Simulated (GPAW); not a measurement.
Crystal: Sn3Se.

```
CELL_PARAMETERS angstrom
0.00000 3.73314 3.73314
3.73314 0.00000 3.73314
3.73314 3.73314 0.00000
ATOMIC_POSITIONS crystal
Sn 0.50000 0.50000 0.50000
Sn 0.75000 0.75000 0.75000
Sn 0.25000 0.25000 0.25000
Se 0.00000 0.00000 0.00000
```

The cell comes from a database or a generator and needn't be the stable form of this composition.

Base run:

| Quantity | Value |
| --- | --- |
| Program | GPAW 26.7.0 |
| Functional | r2SCAN |
| Potentials or basis | GPAW PAW data sets (gpaw-data 1.2.1) |
| Cutoff | 600 eV |
| Basis | pw |
| k mesh | 6 × 6 × 6 |
| Occupations | fermi-dirac, width 0.05 eV |
| Spin | no spin polarisation |

Its results: pressure -1.4 GPa.

After a change of settings the same cell gave: pressure -0.4 GPa. Which change was it?
A. functional from r2SCAN to PBE; cutoff from 600 eV to 450 eV; k mesh from 6 × 6 × 6 to 5 × 5 × 5
B. functional from r2SCAN to PBE
C. functional from r2SCAN to LDA; potentials or basis from GPAW PAW data sets (gpaw-data 1.2.1) to the program's PAW data sets (release 1.2.1) made for this functional

B.

Caveats: the PAW data sets were made with another functional, which shifts forces and pressure a little (some runs).

Not every run made on this cell is shown here.
